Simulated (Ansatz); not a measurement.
Working through a single point in a Gaussian basis of C4H8OSi, SMILES C=C/C=C/O[SiH3]

Program: the Python package of Ansatz (0.2.0).

Input file `c4h8osi.xyz`:
```text
14

C     3.22340    0.14300   -0.02310
C     1.95940    0.41600    0.32040
C     0.82380   -0.23710   -0.28400
C    -0.44210    0.03220    0.05580
O    -1.49410   -0.61280   -0.54470
Si   -3.06360   -0.26910   -0.11340
H     3.47020   -0.59190   -0.78290
H     4.04900    0.65850    0.45760
H     1.77000    1.16250    1.08900
H     1.01370   -0.98330   -1.05240
H    -0.69950    0.76380    0.81280
H    -3.26050   -0.54940    1.33190
H    -4.00100   -1.10030   -0.90920
H    -3.34880    1.16800   -0.35790
```

Notebook, run cell by cell (the value of a cell's last expression is shown):

In [1]:
```python
from pathlib import Path
import warnings

import ansatz
```

In [2]:
```python
warnings.simplefilter("ignore", ansatz.DeckWarning)
```

In [3]:
```python
system = ansatz.Crystal.molecule_from_extxyz("c4h8osi.xyz")
```

In [4]:
```python
setup = system.calculation().basis(gaussian="STO-3G").functional("B3LYP").accuracy("high").orbitals()
print(setup.to_yaml())
res = setup.run(runs_dir="c4h8osi_runs")
summary = res.report
```
```text
crystal:
  periodic: [false, false, false]
  atoms:
    - { symbol: C, position_ang: [3.2234, 0.143, -0.0231] }
    - { symbol: C, position_ang: [1.9594, 0.416, 0.3204] }
    - { symbol: C, position_ang: [0.8238, -0.2371, -0.284] }
    - { symbol: C, position_ang: [-0.4421, 0.0322, 0.0558] }
    - { symbol: O, position_ang: [-1.4941, -0.6128, -0.5447] }
    - { symbol: Si, position_ang: [-3.0636, -0.2691, -0.1134] }
    - { symbol: H, position_ang: [3.4702, -0.5919, -0.7829] }
    - { symbol: H, position_ang: [4.049, 0.6585, 0.4576] }
    - { symbol: H, position_ang: [1.77, 1.1625, 1.089] }
    - { symbol: H, position_ang: [1.0137, -0.9833, -1.0524] }
    - { symbol: H, position_ang: [-0.6995, 0.7638, 0.8128] }
    - { symbol: H, position_ang: [-3.2605, -0.5494, 1.3319] }
    - { symbol: H, position_ang: [-4.001, -1.1003, -0.9092] }
    - { symbol: H, position_ang: [-3.3488, 1.168, -0.3579] }
accuracy: high
basis:
  gaussian:
    orbitals: STO-3G
hamiltonian:
  xc: b3lyp
output:
  orbitals: {}
```

In [5]:
```python
summary["converged"], summary["free_energy_ev"]
```
Out [5]:
```text
(True, -14030.594303038173)
```

In [6]:
```python
summary["mean_field"]["state"]["spin_squared"]
```
Out [6]:
```text
3.552713678800501e-14
```

In [7]:
```python
for key in ("converged", "free_energy_ev", "reference_energy_ev", "n_frozen", "n_occupied", "n_virtual"):
    print(f"{key:22s} {summary[key]}")
```
```text
converged              True
free_energy_ev         -14030.594303038173
reference_energy_ev    -14030.594303038173
n_frozen               0
n_occupied             [27, 27]
n_virtual              [15, 15]
```

In [8]:
```python
lines = Path(summary["orbitals_path"]).read_text().splitlines()
field_of = lambda key: [line.split("=")[1].strip() for line in lines if line.startswith(key)]
orbitals = [(27.211386 * float(e), s, float(n)) for e, s, n in zip(field_of("Ene="), field_of("Spin="), field_of("Occup="))]
homo = max(e for e, _, n in orbitals if n > 0.5)
lumo = min(e for e, _, n in orbitals if n < 0.5)
for e, spin, n in sorted(orbitals):
    if homo - 10 < e < lumo + 5:
        print(f"{spin:6s} {e:10.3f} eV  occupation {n:.0f}")
```
```text
Alpha     -11.728 eV  occupation 2
Alpha     -11.214 eV  occupation 2
Alpha      -9.766 eV  occupation 2
Alpha      -9.375 eV  occupation 2
Alpha      -9.356 eV  occupation 2
Alpha      -8.541 eV  occupation 2
Alpha      -8.162 eV  occupation 2
Alpha      -7.763 eV  occupation 2
Alpha      -6.046 eV  occupation 2
Alpha      -5.792 eV  occupation 2
Alpha      -3.235 eV  occupation 2
Alpha       2.369 eV  occupation 0
Alpha       5.835 eV  occupation 0
Alpha       6.079 eV  occupation 0
```

What to keep in mind:
- These settings explore the input space; basis and method may be short of convergence.
- The geometry is a force-field or estimated start, not a minimum of this method, and the basis set is short of its limit.
- Alpha marks a spatial orbital of a restricted run, filled by both spins.
- b3lyp holds the VWN-RPA fit, as in Gaussian; the form of ORCA and Turbomole is b3lyp5.
- Levels such as HOMO and LUMO are orbital energies: with these approximate functionals they aren't the ionisation energy and electron affinity, and their gap isn't the fundamental gap.
- The whole script took 3.6 s on 1 thread of AMD EPYC 9B14 (Zen 4) (shared host), peak memory 0.24 GiB.
